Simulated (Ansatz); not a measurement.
# C2H2OSe: the cost of one run

The runs use Ansatz 0.2.0, Gaussian basis; the settings change from run to run.

## 1. The molecule

The structure was relaxed beforehand with PBE0-D4 in a triple-zeta def2 set.

6 atoms, charge 0, spin multiplicity 1.

Atoms are counted from 1 here; the program's logs count them from 0.

Bond lengths: Se1–C2 1.766 Å, Se1–H5 1.484 Å, C2–C3 1.430 Å, C3–O4 1.213 Å, C3–H6 1.119 Å. Angles: C2–Se1–H5 97.9°, Se1–C2–C3 118.6°, C2–C3–O4 126.7°, C2–C3–H6 110.9°, O4–C3–H6 122.1°.

## 2. wB97/def2-TZVPD

Set apart from the defaults: density fitting with cc-pVTZ-jkfit, a point charge of 1.00 e beside it, high accuracy.

File in.yaml:

```yaml
crystal:
  periodic: [false, false, false]
  atoms:
    - {symbol: Se, position_ang: [-0.653825, 0.298679, -1.524390]}
    - {symbol: C, position_ang: [-0.353058, 0.361200, 0.215176]}
    - {symbol: C, position_ang: [0.650860, -0.494371, 0.768527]}
    - {symbol: O, position_ang: [0.490466, -1.618398, 1.195529]}
    - {symbol: H, position_ang: [-1.712308, 1.336673, -1.585643]}
    - {symbol: H, position_ang: [1.620066, 0.052118, 0.884600]}
basis:
  gaussian: {orbitals: def2-TZVPD, fitting: {mean_field: cc-pVTZ-jkfit}, point_charges: [{charge: 1.00, position_ang: [4.520, 0.198, 0.477]}]}
hamiltonian: {xc: {name: wB97}}
accuracy: high
output: {forces: true}
```

Launch:

```console
$ ansatz run in.yaml --threads 2 --pin off --events-out ev --progress --plain --max-ram 4352MiB
```

Q: Estimate wall time and peak memory on 2 threads of Intel Xeon Platinum 8259CL at 2.50GHz, shared host.

About 30 s, with a peak of 0.58 GiB.
